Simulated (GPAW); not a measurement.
# CoPdO2 (R-3m) in GPAW: reference runs

Reference runs on CoPdO2: the cell as given.

Program: GPAW 26.7.0. These are calculated values, not measurements. Logs are shortened: lines on timing, memory, paths and dates and some standing lists are left out, and cuts for length are marked. The log counts tension as positive stress, the text compression.

## (1) The structure

Symmetry: R-3m, No. 166, trigonal system. Conventional cell: a = 2.863 Å, b = 2.863 Å, c = 17.873 Å, α = 90.00°, β = 90.00°, γ = 120.00°. Pd (site symmetry -3m) has 2 O at 2.01 Å as nearest neighbours. Around Co (site symmetry -3m) lie 6 O at 1.92 Å. Around O (site symmetry 3m) lie 3 Co at 1.92 Å and 1 Pd at 2.01 Å.

The cell is a database's computed one.

## (2) Single point, PBE, collinear spin, ferromagnetic start

File run.py:

```python
from ase import Atoms
from ase.dft.bandgap import bandgap
from ase.io import write
from ase.units import Bohr, GPa
from ase.parallel import parprint
from gpaw import GPAW, PW
from gpaw.elf import elf_from_dft_calculation

atoms = Atoms(['Pd', 'Co', 'O', 'O'],
              cell=[[1.4316899074, 0.8265865534, 5.9577715763],
                    [-1.4316899074, 0.8265865534, 5.9577715763],
                    [0.0, -1.6531731068, 5.9577715763]],
              scaled_positions=[[0.0, 0.0, 0.0],
                                [0.5, 0.5, 0.5],
                                [0.112476, 0.112476, 0.112476],
                                [0.887524, 0.887524, 0.887524]],
              pbc=True)
atoms.set_initial_magnetic_moments([0.0, 2.0, 0.0, 0.0])

calc = GPAW(mode=PW(800),
            xc='PBE',
            kpts={'size': (11, 11, 11), 'gamma': True},
            occupations={'name': 'fermi-dirac', 'width': 0.05},
            nbands=35,
            convergence={'density': 1e-05, 'energy': 1e-05},
            maxiter=150,
            txt='gpaw.txt')
atoms.calc = calc
energy = atoms.get_potential_energy()
forces = atoms.get_forces()
stress = atoms.get_stress()
calc.write('gs.gpw')
write('result.traj', atoms)
parprint(f'Energy: {energy:.6f} eV')
parprint('Forces (eV/A):')
parprint(forces.round(4))
parprint('Stress (GPa):', (stress / GPa).round(3))
parprint('Moments:', calc.get_magnetic_moments().round(3))
parprint('Fermi level:', round(calc.get_fermi_level(), 4), 'eV')
parprint(f'Gap: {bandgap(calc)[0]:.4f} eV, direct: {bandgap(calc, direct=True)[0]:.4f} eV')

# fields on the real-space grid
write('density.cube', atoms, data=calc.get_pseudo_density() * Bohr**3)
write('potential.cube', atoms, data=calc.get_electrostatic_potential())
write('spin.cube', atoms, data=(calc.get_pseudo_density(spin=0) - calc.get_pseudo_density(spin=1)) * Bohr**3)
write('elf.cube', atoms, data=elf_from_dft_calculation(calc).data)
```

Potentials or basis: GPAW PAW data sets (gpaw-data 1.2.1), pw.

Launch:

```console
$ OMP_NUM_THREADS=1 mpirun -n 4 gpaw python run.py
```

gpaw.txt:

```text
__  _  _
 | _ |_)|_||  |
 |__||  | ||/\| - 26.7.0

Input parameters:
  mode=PW(ecut=800.0),
  convergence={'density': 1e-05, 'energy': 1e-05},
  kpts=MonkhorstPack(size=(11, 11, 11), gamma=True),
  maxiter=150,
  nbands=35,
  occupations=Occupations(name='fermi-dirac', width=0.05),
  xc=XC(name='PBE')

Diagonalizing LCAO Hamiltonian
Converting LCAO to pw mode

       O

       Co

       O

       Pd

Atoms  # Å, Bohr magnetons
|   | symbol |         x |         y |         z |    initial magnetic moments |
|---|--------|-----------|-----------|-----------|-----------------------------|
| 0 |     Pd |  0.000000 |  0.000000 |  0.000000 | ( 0.0000,  0.0000,  0.0000) |
| 1 |     Co |  0.000000 |  0.000000 |  8.936657 | ( 0.0000,  0.0000,  2.0000) |
| 2 |      O |  0.000000 | -0.000000 |  2.010319 | ( 0.0000,  0.0000,  0.0000) |
| 3 |      O | -0.000000 | -0.000000 | 15.862996 | ( 0.0000,  0.0000,  0.0000) |

Unit cell  # Å
| periodic |         x |         y |        z |  lengths |    angles |
|----------|-----------|-----------|----------|----------|-----------|
|      yes |  1.431690 |  0.826587 | 5.957772 | 6.182881 | 26.777520 |
|      yes | -1.431690 |  0.826587 | 5.957772 | 6.182881 | 26.777520 |
|      yes |  0.000000 | -1.653173 | 5.957772 | 6.182881 | 26.777520 |

Number of symmetries: 12
Symmetry operations  # r_c * U_cc + t_c -> r_c
|    | kind |            matrix            |
|----|------|------------------------------|
|  0 |  E   |  1, 0, 0,  0, 1, 0,  0, 0, 1 |
|  1 |  σ   |  1, 0, 0,  0, 0, 1,  0, 1, 0 |
|  2 |  σ   |  0, 1, 0,  1, 0, 0,  0, 0, 1 |
|  3 |  C3  |  0, 1, 0,  0, 0, 1,  1, 0, 0 |
|  4 |  C3  |  0, 0, 1,  1, 0, 0,  0, 1, 0 |
|  5 |  σ   |  0, 0, 1,  0, 1, 0,  1, 0, 0 |
|  6 |  C2  |  0, 0,-1,  0,-1, 0, -1, 0, 0 |
|  7 |  S6  |  0, 0,-1, -1, 0, 0,  0,-1, 0 |
|  8 |  S6  |  0,-1, 0,  0, 0,-1, -1, 0, 0 |
|  9 |  C2  |  0,-1, 0, -1, 0, 0,  0, 0,-1 |
| 10 |  C2  | -1, 0, 0,  0, 0,-1,  0,-1, 0 |
| 11 |  i   | -1, 0, 0,  0,-1, 0,  0, 0,-1 |

BZ-sampling:
  Number of BZ points: 1331
  Number of IBZ points: 146

  Monkhorst-Pack size: [11, 11, 11]
  Monkhorst-Pack shift: [0, 0, 0]

K-points  # in reciprocal-cell coordinates
|     |                                coordinates |     weight |
|-----|--------------------------------------------|------------|
|   0 | (  0.00000000,   0.00000000,   0.00000000) | 0.00075131 |
|   1 | (  0.09090909,   0.00000000,  -0.09090909) | 0.00450789 |
|   2 | (  0.09090909,   0.00000000,   0.00000000) | 0.00450789 |
|   3 | (  0.09090909,   0.09090909,  -0.09090909) | 0.00450789 |
|   4 | (  0.09090909,   0.09090909,   0.00000000) | 0.00450789 |
|   5 | (  0.09090909,   0.09090909,   0.09090909) | 0.00150263 |
|   6 | (  0.18181818,  -0.09090909,  -0.09090909) | 0.00450789 |
|   7 | (  0.18181818,   0.00000000,  -0.18181818) | 0.00450789 |
|   8 | (  0.18181818,   0.00000000,  -0.09090909) | 0.00901578 |
|   9 | (  0.18181818,   0.00000000,   0.00000000) | 0.00450789 |
| ... |                                            |            |
| 145 | (  0.45454545,   0.45454545,   0.45454545) | 0.00150263 |

Plane wave coefficients: 2208
Cutoff: 800.0 eV

Spin-components: 2 (collinear spins)
Bands:           35
Projectors:      22
Spin-degeneracy: 1
Datatype:        complex128

Parallelization:
  kpt:    4
  domain: 1
  band:   1

Density:
  Valence electrons: 37.0
  Components: 2
  Grid points: [42 42 42]
  Charge: 0.0  # |e|

Potential:
  Grid points: [42 42 42]

species:
  Pd:
    name:    Palladium
    Z:       46.0
    valence: 16
    core:    30
    charge:  0.0  # [|e|]
    compensation charges:
      type: gauss
      rc: 0.38  # [Å]
      lmax: 2
    cutoffs:
      filter: 2.38  # [Å]
      core: 2.28  # [Å]
    projectors
    | kind |    occ | energy [eV] | rcut [Å] |
    |------|--------|-------------|----------|
    |   5s |  0.000 |      -3.315 |    1.228 |
    |   4p |  6.000 |     -51.209 |    1.360 |
    |   5p |  0.000 |      -0.314 |    1.360 |
    |   4d | 10.000 |      -4.047 |    1.228 |
    |    s |        |      23.896 |    1.228 |
    |    d |        |      23.165 |    1.228 |

    Using partial waves for Pd as LCAO basis

  Co:
    name:    Cobalt
    Z:       27.0
    valence: 9
    core:    18
    charge:  0.0  # [|e|]
    compensation charges:
      type: gauss
      rc: 0.32  # [Å]
      lmax: 2
    cutoffs:
      filter: 1.87  # [Å]
      core: 2.55  # [Å]
    projectors
    | kind |    occ | energy [eV] | rcut [Å] |
    |------|--------|-------------|----------|
    |   4s |  2.000 |      -5.469 |    1.005 |
    |   4p |  0.000 |      -1.277 |    1.058 |
    |   3d |  7.000 |      -8.205 |    1.005 |
    |    s |        |      21.742 |    1.005 |
    |    p |        |      25.934 |    1.058 |
    |    d |        |      19.007 |    1.005 |

    Using partial waves for Co as LCAO basis

  O:
    name:    Oxygen
    Z:       8.0
    valence: 6
    core:    2
    charge:  0.0  # [|e|]
    compensation charges:
      type: gauss
      rc: 0.21  # [Å]
      lmax: 2
    cutoffs:
      filter: 1.17  # [Å]
      core: 0.83  # [Å]
    projectors
    | kind |    occ | energy [eV] | rcut [Å] |
    |------|--------|-------------|----------|
    |   2s |  2.000 |     -23.961 |    0.688 |
    |   2p |  4.000 |      -9.029 |    0.598 |
    |    s |        |       3.251 |    0.688 |
    |    p |        |      18.182 |    0.598 |
    |    d |        |       0.000 |    0.619 |

    Using partial waves for O as LCAO basis

Reference energy: -179211.905226  # eV

eigensolver:
  PPCG
  Converge bands: occupied
  niter=2

density mixing:
  MSR1-Mixer
  Pratt-step length: 0.05
  Maximum mixing coefficient: 0.75
  Old densities: 10
  SVD Regularization: 0.005
  Good broyden scale: 1.0
  Trust region scale: 1.0
  Backstep threshold: 4.0
  History deletion threshold: 6.0
  Fourier metric: weight=20.0, sigma=0.015

occupation numbers:
  Fermi-Dirac:
    width: 0.0500  # eV

poisson solver:
  ecut: 6400.0  # eV

xc functional:
  name: PBE with 2 nearest neighbor stencil

convergence criteria:
- Maximum integral of absolute [dens]ity change: 1e-05 electrons / valence electron
- Maximum [total energy] change in last 3 cyles: 1e-05 eV / valence electron
- Maximum integral of absolute [eigenst]ate change: 4e-08 eV^2 / valence electron
maximum number of iterations: 150

SCF iterations
|iter     | |      energy | eigst |  dens |  magmom |
|---------|-|-------------|-------|-------|---------|
|iter:   1| |  -39.599118 | +0.39 |       |  +2.0010|
|iter:   2| |  -28.487006 | -1.03 | -0.50 |  +1.9042|
|iter:   3| |  -26.638671 | -2.26 | -0.93 |  +1.8993|
|iter:   4| |  -25.838499 | -1.84 | -1.01 |  +1.7682|
|iter:   5| |  -25.516506 | -2.50 | -1.03 |  +1.5973|
|iter:   6| |  -25.625413 | -2.94 | -1.22 |  +1.2876|
|iter:   7| |  -25.800176 | -2.87 | -1.34 |  +0.6961|
|iter:   8| |  -25.881350 | -2.87 | -1.54 |  +0.0307|
|iter:   9| |  -25.884957 | -3.14 | -1.76 |  +0.0004|
|iter:  10| |  -25.887688 | -4.37 | -2.02 |  -0.0095|
|iter:  11| |  -25.885399 | -4.77 | -2.23 |  +0.0154|
|iter:  12| |  -25.883506 | -4.53 | -2.50 |  -0.0116|
|iter:  13| |  -25.883498 | -5.50 | -3.08 |  +0.0045|
|iter:  14| |  -25.883500c| -6.86 | -3.60 |  -0.0002|
|iter:  15| |  -25.883501c| -7.54c| -4.09 |  +0.0004|
|iter:  16| |  -25.883501c| -8.33c| -4.34 |  +0.0003|
|iter:  17| |  -25.883501c| -7.98c| -4.77 |  +0.0000|
|iter:  18| |  -25.883501c| -8.55c| -5.29c|  +0.0000|

Converged in 18 steps
Energy contributions relative to reference atoms: (reference = -179211.905226)

Energy contributions:
  Kinetic:          20.881989
  Coulomb:         -25.206308
  Zero:              0.252668
  External:          0.000000
  Xc:              -21.810623
  Entropy:          -0.002454
  Spinorbit:         0.000000
  ----------------------------
  Free energy:     -25.884728
  Extrapolated:    -25.883501

dipole moment: (-0.000000, 0.000000, -52.994935)  # |e|*Ang

Total magnetic moment: (0.000000, 0.000000, 0.000011)

Local magnetic moments
|        x |        y |         z |
|----------|----------|-----------|
| 0.000000 | 0.000000 |  0.000021 |  # Pd   0
| 0.000000 | 0.000000 | -0.000006 |  # Co   1
| 0.000000 | 0.000000 | -0.000001 |  # O    2
| 0.000000 | 0.000000 | -0.000001 |  # O    3

Fermi level: 7.891
Eigenvalues  # (at kpt = [0.000, 0.000, 0.000])
| band index |      eig [eV] | occ [0-1] |      eig [eV] | occ [0-1] |
|------------|---------------|-----------|---------------|-----------|
|          0 |       -42.543 |     1.000 |       -42.543 |     1.000 |
|        ... |               |           |               |           |
|         11 |         5.232 |     1.000 |         5.232 |     1.000 |
|         12 |         5.572 |     1.000 |         5.572 |     1.000 |
|         13 |         5.572 |     1.000 |         5.572 |     1.000 |
|         14 |         6.345 |     1.000 |         6.345 |     1.000 |
|         15 |         6.347 |     1.000 |         6.347 |     1.000 |
|         16 |         6.594 |     1.000 |         6.594 |     1.000 |
[... 8 lines left out ...]
|         25 |        25.433 |     0.000 |        25.433 |     0.000 |
|         26 |        25.631 |     0.000 |        25.631 |     0.000 |
|        ... |               |           |               |           |
|         34 |        32.637 |     0.000 |        32.647 |     0.000 |

No gap
No difference between direct/indirect transitions

Forces  # eV/Ang
|        x |       y |        z |
|----------|---------|----------|
|  0.00000 | 0.00000 | -0.00000 |  # Pd   0
|  0.00000 | 0.00000 | -0.00000 |  # Co   1
| -0.00000 | 0.00000 |  0.12425 |  # O    2
|  0.00000 | 0.00000 | -0.12425 |  # O    3

Stress tensor  # eV/Ang^3
|         x |         y |         z |
|-----------|-----------|-----------|
| -0.001579 |  0.000000 |  0.000000 |
| -0.000000 | -0.001579 |  0.000000 |
|  0.000000 |  0.000000 | -0.008520 |

# Writing to gs.gpw (mode='')
```

Run time: 9.8 min. Hardware: 4 MPI ranks of Arm Neoverse V2, shared host; peak memory 0.51 GiB.

What came out:

```
Free energy            : -25.8847 eV
Pressure               : 0.6 GPa
Largest force          : 0.124 eV/Å
Band gap on the k mesh : none (metal or under the smearing width)
Net moment             : 0.00 μB per cell
```

Forces on the atoms (eV/Å):
```
Pd   0.000  0.000  0.000
Co   0.000  0.000  0.000
O    0.000  0.000  0.124
O    0.000  0.000 -0.124
```

Stress tensor (GPa, compression positive):
```
0.25 0.00 0.00
0.00 0.25 0.00
0.00 0.00 1.37
```

Caveat: the starting moments collapsed, and a magnetic state may lie lower; semilocal functionals often make such compounds metallic where correlation or magnetic order opens a gap, which also shifts bond lengths; the program warned that so skewed a cell can give wrong results. With open d or f shells a metallic result of PBE can be an artefact of self-interaction; +U or a hybrid may open a gap.
